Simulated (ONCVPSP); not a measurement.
**Pseudopotential generation for nitrogen: ONCV, PBEsol**

Do these settings give a usable potential? It is generated, then checked for transferability, scattering, ghosts and hardness.

Program: ONCVPSP 4.0.1. Reference atom: PBEsol, scalar-relativistic, spherical and spin-unpolarised. All values are calculated.

## Step 1: The design

Typed settings, in words:

| Quantity | Value |
| --- | --- |
| element | nitrogen (N, Z = 7) |
| type | optimised norm-conserving Vanderbilt (ONCV) |
| frozen core | [He] |
| valence charge | 5 |
| reference configuration | 2s2 2p3 |
| partial waves | 2s: rc 0.85 bohr, ncon 5, nbas 9, qcut 9.5 1/bohr, 1 projector; 2p: rc 1.55 bohr, ncon 4, nbas 8, qcut 10.1 1/bohr, 2 projectors, debl 0.5 Ha |
| local potential | polynomial inside 0.70 bohr (lpopt 3, dvloc0 0 Ha) |
| core correction | Teter function, fcfact 2.25, rcfact 1.35 |

The nodes and maxima of the atom's own shells, from an earlier all-electron run, set the scale for the radii.

All-electron outer shells of the reference configuration (PBEsol, scalar-relativistic, ld1.x):

```json
{"shell": "1s", "level (eV)": "-383.09", "outermost node (bohr)": "–", "outermost maximum (bohr)": "0.15"}
{"shell": "2s", "level (eV)": "-18.46", "outermost node (bohr)": "0.32", "outermost maximum (bohr)": "1.02"}
{"shell": "2p", "level (eV)": "-7.04", "outermost node (bohr)": "–", "outermost maximum (bohr)": "0.98"}
```

## Step 2: Generation

Input file N.dat:

```
# ATOM AND REFERENCE CONFIGURATION
# atsym  z   nc   nv     iexc    psfile
  N 7.00    1    2  -116133      upf
#
#   n    l    f
    1    0    2.00
    2    0    2.00
    2    1    3.00
#
# PSEUDOPOTENTIAL AND OPTIMIZATION
# lmax
    1
#
#   l,   rc,      ep,       ncon, nbas, qcut
    0    0.85    0.00    5    9    9.50
    1    1.55    0.00    4    8   10.10
#
# LOCAL POTENTIAL
# lloc, lpopt,  rc(5),   dvloc0
    4    3    0.70    0.00
#
# VANDERBILT-KLEINMAN-BYLANDER PROJECTORs
# l, nproj, debl
    0    1    2.20
    1    2    0.50
#
# MODEL CORE CHARGE
# icmod, fcfact, rcfact
    3    2.25    1.35
#
# LOG DERIVATIVE ANALYSIS
# epsh1, epsh2, depsh
   -2.00    5.00    0.02
#
# OUTPUT GRID
# rlmax, drl
    6.00    0.01
#
# TEST CONFIGURATIONS
# ncnf
    4
# nvcnf
#   n    l    f
    2
    2    0    2.00
    2    1    2.00
#
    2
    2    0    2.00
    2    1    1.00
#
    2
    2    0    2.00
    2    1    0.00
#
    2
    2    0    2.00
    2    1    2.50
#
```

Launch:

```bash
$ oncvpsp.x < N.dat > N.out
```

Q: Predict the outcome of this session. Wanted: cutoffs for 1 and 0.1 mHa per electron, occupied waves; bound ghosts; GHOST(+) flags; largest test error; largest phase difference near zero energy, channels read; rms error of d²Exc/dn², without and with the model core.

The runs gave:

| quantity | value |
| --- | --- |
| cutoffs for 1 and 0.1 mHa per electron, occupied waves | 30 Ha and 42 Ha |
| bound ghosts | none found |
| GHOST(+) flags | none at low energy |
| largest test error (AE − PS) | +468 meV, for 2s2 2p0 |
| largest phase difference near zero energy, channels read | 0.003 rad |
| rms error of d²Exc/dn², without and with the model core | 1.83 and 1.17 mHa |

In words: By total energies transferability is poor: the largest error is 468 meV on 89.1 eV, for 2s2 2p0. That test lies far up in energy; among those under 40 eV, nearer to bonding, the largest error is 11 meV. By its cutoff, 30 Ha for the looser tolerance, it is of middling hardness. It is free of bound ghosts as far as tested. Near zero energy the phases of the channels with partial waves agree within 0.003 rad.
